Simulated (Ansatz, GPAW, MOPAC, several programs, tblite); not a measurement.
# ZnFBr (Janus 2H monolayer) from semi-empirical methods to plane-wave DFT

ZnFBr (Janus 2H monolayer), relaxed with r2SCAN in Ansatz, was computed with several methods. The sheet's in-plane cell has a = 3.369 Å, b = 3.369 Å (γ = 120.0°), and its outermost atoms lie 2.75 Å apart along the normal. Around Zn lie 3 F at 2.20 Å and 3 Br at 2.59 Å; around F lie 3 Zn at 2.20 Å; around Br lie 3 Zn at 2.59 Å. Note: simulated data, non-magnetic, for a generated structure that need not be the stable one.

```yaml
crystal:
  lattice:
    - [3.36889, 0.00000, 0.00000]
    - [-1.68444, 2.91754, 0.00000]
    - [0.00000, 0.00000, 28.95117]
  atoms:
    - { symbol: Zn, position: [0.33333, 0.66667, 0.31861] }
    - { symbol: F, position: [0.66667, 0.33333, 0.35445] }
    - { symbol: Br, position: [0.66667, 0.33333, 0.25954] }
```
Two periodic directions, a and b.

Gaps and times are for a single point on this cell. Times are rough, from shared hosts (Arm Neoverse V1), and each method has its own mesh and cell size. PM6 (MOPAC), PM7 (MOPAC), GFN1-xTB (tblite), GFN2-xTB (tblite) treat a cluster of cells at its zone centre, which samples few k points: where these miss a band edge, the gap comes out too large for that reason alone. Gaps from k meshes are read at a limited set of points (mesh, symmetry points, PBE's band edges), so each method's own least gap may be somewhat smaller. xTB and the PM methods were fitted mostly to molecules, and can miss a solid's gap by electronvolts. Minimal bases can be far off for gaps. GLLB-SC's gap includes the derivative discontinuity. d marks a direct gap, i an indirect one (no mark: not told apart), a dash a value that wasn't computed or didn't pass its checks.

| method | kind | gap (eV) | atoms computed | processor time |
| --- | --- | --- | --- | --- |
| PM7 (MOPAC) | semi-empirical | 6.17 | 27 | 0.47 s |
| PM6 (MOPAC) | semi-empirical | 4.53 | 27 | 0.52 s |
| GFN1-xTB (tblite) | tight binding | 1.80 | 27 | 0.89 s |
| GFN2-xTB (tblite) | tight binding | 3.43 | 27 | 1.1 s |
| light PBE (260 eV and a coarse mesh) | light plane-wave | 1.26 d | 3 | 3.5 s |
| PBE/single zeta (GPAW) | small basis | 1.25 d | 3 | 8.5 s |
| PBE | semilocal | 1.24 d | 3 | 13 s |
| r2SCAN | semilocal | 1.68 d | 3 | 34 s |
| GLLB-SC (GPAW) | model potential | 2.64 | 3 | 41 s |

Against r2SCAN (1.68 eV) and with closed or daggered gaps left aside, the nearest gap at the points sampled is that of GFN1-xTB (tblite) (+0.12 eV) and the farthest that of PM7 (MOPAC) (+4.49 eV). r2SCAN is only a yardstick of convenience: semilocal gaps usually lie below measured ones, which GLLB-SC and hybrids aim to mend.

Spin-orbit coupling is left out.
